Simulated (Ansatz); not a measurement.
# B5W2: the cost of one run

Program: Ansatz 0.2.0. Level of theory: DFT, r2SCAN, no spin polarisation, plane waves, PAW. These are calculated values, not measurements.

## 1. The cell

It takes space group R-3m (No. 166, trigonal). The conventional cell has a = 3.048 Å, b = 3.048 Å, c = 21.190 Å, α = 90.00°, β = 90.00°, γ = 120.00°. Around B (site symmetry 3m) lie 6 B at 1.81 to 1.94 Å and 4 W at 2.33 to 2.35 Å. Around B (site symmetry 3m) lie 3 B at 1.76 Å and 6 W at 2.37 to 2.38 Å. B (site symmetry -3m) is surrounded by 6 B at 1.81 Å. W (site symmetry 3m) is surrounded by 13 B at 2.33 to 2.62 Å.

Its coordinates follow in the input file.

The run starts from a saved solution of this cell (checkpoint.read), perhaps found on another mesh.

## 2. The calculation

Contents of input.yaml:

```yaml
crystal:
  lattice:
    - [1.52416977, 0.87997898, 7.06318797]
    - [-1.52416977, 0.87997898, 7.06318797]
    - [0.0, -1.75995797, 7.06318797]
  atoms:
    - { symbol: B, position: [0.186, 0.186, 0.186] }
    - { symbol: B, position: [0.814, 0.814, 0.814] }
    - { symbol: B, position: [0.333, 0.333, 0.333] }
    - { symbol: B, position: [0.667, 0.667, 0.667] }
    - { symbol: B, position: [0.5, 0.5, 0.5] }
    - { symbol: W, position: [0.075, 0.075, 0.075] }
    - { symbol: W, position: [0.925, 0.925, 0.925] }
  symmetry: { tolerance: 0.0003 }
kpoints:
  mp_grid: { grid: [8, 8, 8], shift: [0, 0, 0] }
  band_path:
    path:
      - [0.0, 0.0, 0.0]
      - [0.5, 0.5, 0.5]
      - [0.82298543, 0.17701457, 0.5]
      - [0.5, -0.17701457, 0.17701457]
      - [0.5, 0.0, 0.0]
      - [0.0, 0.0, 0.0]
      - [0.33850728, -0.33850728, 0.0]
      - [0.66149272, 0.0, 0.33850728]
      - [0.5, 0.0, 0.5]
      - [0.0, 0.0, 0.0]
    npoints: 6
magnetization:
  spin_polarized: false
scf:
  occupations: { method: fermi_dirac }
  lower_state_search: "off"
  max_iter: 200
hamiltonian:
  pseudopotentials: { kind: paw }
  xc: r2scan
basis:
  ecutwfc: 500
  fft_grid_basis: typed
output:
  forces: true
  stress: true
  eigenvalues: true
  bader: true
  populations: true
  elf: true
  write_potential: true
  volumetric_format: npy
  dos:
    e_range: [-12, 8]
    de: 0.05
    projected: { site_lists: { B: [B], W: [W] } }
checkpoint:
  read: saved_state
```

Q: Estimate wall time and peak memory on 1 thread of an x86-64 CPU, shared host.

About 3.8 min, with a peak of 1.3 GiB.
